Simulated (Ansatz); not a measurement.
**AsF₂ (doublet): wave-function methods side by side at a displaced geometry (v2), cc-pVDZ**

One table from this session's results is given with a row withheld; the runs are named, their logs left out.

Computed with Ansatz 0.2.0, Gaussian basis. Level: cc-pVDZ, core rule «outside noble gas», up to 16 orbitals frozen.

To be run: UHF; CCSD(T) on ROHF; CCSD(T) on UHF; BCCD(T) on ROHF; CISD; CCSDT(Q) on ROHF; CCSDT(Q) on UHF; CASSCF and MRCISD+Q, 15 electrons in 10 orbitals; CASSCF and NEVPT2, 15 electrons in 10 orbitals.

21 further runs of the same task are left out: 7 that didn't finish, 14 set aside as unsound or not needed.

**The system**

The geometry is a PBE0/def2-TZVP stationary point (not a proven minimum) with its atoms shifted at random (size 0.100 Å). No spin-orbit coupling is included. The filled d shell of As may be among the frozen orbitals whatever the setting's name suggests; the logs give the count.

3 atoms, charge 0, spin multiplicity 2.

Atoms are counted from 1 here; the program's logs count them from 0.

Bond lengths: As1–F2 1.735 Å, As1–F3 1.719 Å. Angles: F2–As1–F3 96.4°.

The first run:

Input file in.yaml:

```yaml
crystal:
  periodic: [false, false, false]
  atoms:
    - {symbol: As, position_ang: [0.042589, -0.384904, -0.002525]}
    - {symbol: F, position_ang: [-0.122286, 0.775161, -1.281524]}
    - {symbol: F, position_ang: [-0.045665, 0.742738, 1.291482]}
basis:
  gaussian: {orbitals: cc-pVDZ}
magnetization: {spin_polarized: true, initial_magnetization: 1}
hamiltonian: {xc: hf}
output: {orbitals: {seedname: orbitals}}
```

The run is started by

```console
$ ansatz run in.yaml --threads 1 --pin off --events-out ev --progress --plain --max-ram 2393MiB
```

Among the steps run: UHF; CCSD(T) on ROHF; CCSD(T) on UHF; BCCD(T) on ROHF; CISD; CCSDT(Q) on ROHF; CCSDT(Q) on UHF; CASSCF and MRCISD+Q, 15 electrons in 10 orbitals; CASSCF and NEVPT2, 15 electrons in 10 orbitals.

One of the session's tables, all rows but one given; the rest of the session is left out.

It belongs to the step «Misses and costs». 

```
          method  from UCCSDT(Q) (meV)
            ROHF              +13307.4
             UHF              +13182.6
            RMP2                +606.0
            UMP2                +622.6
           RCCSD                +315.2
           UCCSD                +311.2
        RCCSD(T)                     ?
        UCCSD(T)                 +54.0
         BCCD(T)                 +47.6
          RCCSDT                 +38.5
          UCCSDT                 +35.9
       RCCSDT(Q)                  +7.8
       UCCSDT(Q)                     0
  CASSCF valence              +11739.4
  NEVPT2 valence               +1239.3
  MRCISD valence               +1128.5
MRCISD+Q valence                +206.3
```

**Question.** Estimate the row for RCCSD(T).

The run gave: from UCCSDT(Q) (meV): +55.8. In the column «from UCCSDT(Q) (meV)» it lies between UCCSD(T) (+54.0) and MRCISD+Q valence (+206.3).

Not comparable, so not listed: CISD (they don't share determinant, frozen orbitals or solution with the rows shown, or repeat one).

Limits of these values: Restricted and unrestricted rows rest on different reference determinants; where their highest levels disagree by more than a few hundredths of an eV, they describe different states and don't form one ladder.
